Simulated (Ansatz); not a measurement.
## CH5BNO, SMILES CO[B]N: a rigid scan of one bond length, step by step

Program: Ansatz 0.2.0, Python API.

Run as a notebook:

In [1]:
```python
import warnings

import ansatz as az
from ase import Atoms
import numpy as np
```

In [2]:
```python
warnings.simplefilter("ignore", az.DeckWarning)

atoms = Atoms(["C", "O", "B", "N", "H", "H", "H", "H", "H"], positions=[
    (0.7263, 1.2377, 0.0415),
    (0.5364, 0.2462, 0.9742),
    (0.2324, -1.0039, 0.2427),
    (-1.0946, -1.4192, -0.0197),
    (1.5394, 1.0938, -0.6746),
    (-0.2629, 1.4561, -0.5492),
    (0.9154, 2.2291, 0.5765),
    (-1.2499, -2.3603, 0.3998),
    (-1.2541, -1.5257, -1.0083),
])
system = az.Crystal.molecule_from_ase(atoms)

symbols = [site.symbol for site in system.cartesian_sites]
start = np.array([site.position_ang for site in system.cartesian_sites])
axis = (start[5] - start[0]) / np.linalg.norm(start[5] - start[0])
moving = [5]
lengths, energies = [1.0, 1.08, 1.17, 1.29, 1.47, 1.76, 2.11, 2.58], []
for length in lengths:
    xyz = start.copy()
    xyz[moving] += (length - np.linalg.norm(start[5] - start[0])) * axis
    point = az.Crystal.molecule()
    for symbol, place in zip(symbols, xyz):
        point = point.atom(symbol, place.tolist())
    model = (
        point.calculation()
        .basis(gaussian="6-31G*")
        .functional("CAM-B3LYP")
        .spin("collinear", total=1)
    )
    data = model.run().report
    energies.append(data["free_energy_ev"])
    print(f"r = {length:6.3f} A  E = {energies[-1]:.5f} eV  <S^2> = {abs(data['mean_field']['state']['spin_squared']):.3f}")
```
```text
r =  1.000 A  E = -5327.38548 eV  <S^2> = 0.752
r =  1.080 A  E = -5327.58341 eV  <S^2> = 0.752
r =  1.170 A  E = -5327.53262 eV  <S^2> = 0.752
r =  1.290 A  E = -5327.21143 eV  <S^2> = 0.752
r =  1.470 A  E = -5326.49885 eV  <S^2> = 0.752
r =  1.760 A  E = -5325.27700 eV  <S^2> = 0.752
r =  2.110 A  E = -5324.10773 eV  <S^2> = 1.069
r =  2.580 A  E = -5323.46939 eV  <S^2> = 1.496
```

In [3]:
```python
print("energy above the lowest point (eV):", [round(e - min(energies), 3) for e in energies])
```
```text
energy above the lowest point (eV): [0.198, 0.0, 0.051, 0.372, 1.085, 2.306, 3.476, 4.114]
```

Reading the output:
- The settings weren't tested for convergence.
- The rest of the molecule is held rigid at a force-field or estimated start geometry, and the basis set is modest; single-reference methods fail as a bond breaks.
- The species is open-shell (spin multiplicity 2).
- The expectation value of S² is noticeably off S(S+1) in at least one run, so that state is spin-contaminated.
- Wall time of the script: 44 s on 1 thread of Arm Neoverse V1, with other jobs on the host, peak memory 0.26 GiB.
